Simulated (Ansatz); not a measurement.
# BeNa: the cost of one run

Computed with Ansatz 0.2.0 through its Python package. The levels of theory stand in the script.

### 1 The system

Bond lengths: Na1–Be2 2.535 Å.

Input file bena.xyz:

```xyz
2

Na    0.00000    0.00000    0.00000
Be    0.00000    0.00000    2.53500
```

### 2 Script

Contents of basis.py:

```python
'''Basis-set convergence for BeNa.'''

import ansatz as az

system = az.Crystal.molecule_from_extxyz('bena.xyz')

model = (
    system.calculation()
    .functional('B3LYP', dispersion='d3bj')
    .spin('collinear', total=1)
)

energies = {}
for basis in ['cc-pVDZ', 'cc-pVTZ', 'cc-pVQZ']:
    rep = model.basis(gaussian=basis).run(threads=1).report
    size = rep['n_frozen'] + rep['n_occupied'][0] + rep['n_virtual'][0]
    energies[basis] = (rep['reference_energy_ev'] / 27.211386246, rep['free_energy_ev'] / 27.211386246)
    print(f'{basis:14s} {size:4d} orbitals  reference {energies[basis][0]:14.6f} Ha  total {energies[basis][1]:14.6f} Ha')

last = energies['cc-pVQZ'][1]
for basis, (_, total) in energies.items():
    print(f'{basis:14s} lies {27.211386 * (total - last):9.4f} eV above cc-pVQZ')
```

### 3 The input behind the calls

The package turns the script's settings into the engine's input (first run):

```yaml
crystal:
  periodic: [false, false, false]
  atoms:
    - { symbol: Na, position_ang: [0.0, 0.0, 0.0] }
    - { symbol: Be, position_ang: [0.0, 0.0, 2.535] }
basis:
  gaussian:
    orbitals: cc-pVDZ
hamiltonian:
  xc: b3lyp
  dispersion: d3bj
magnetization:
  spin_polarized: true
  initial_magnetization: 1.0
```

### 4 Running it

Run with:

```
python basis.py
```

**Question.** How long does this script take on 1 thread of Arm Neoverse V2, shared host, and how much memory does it need?

About 6 s, with a peak of 0.22 GiB.
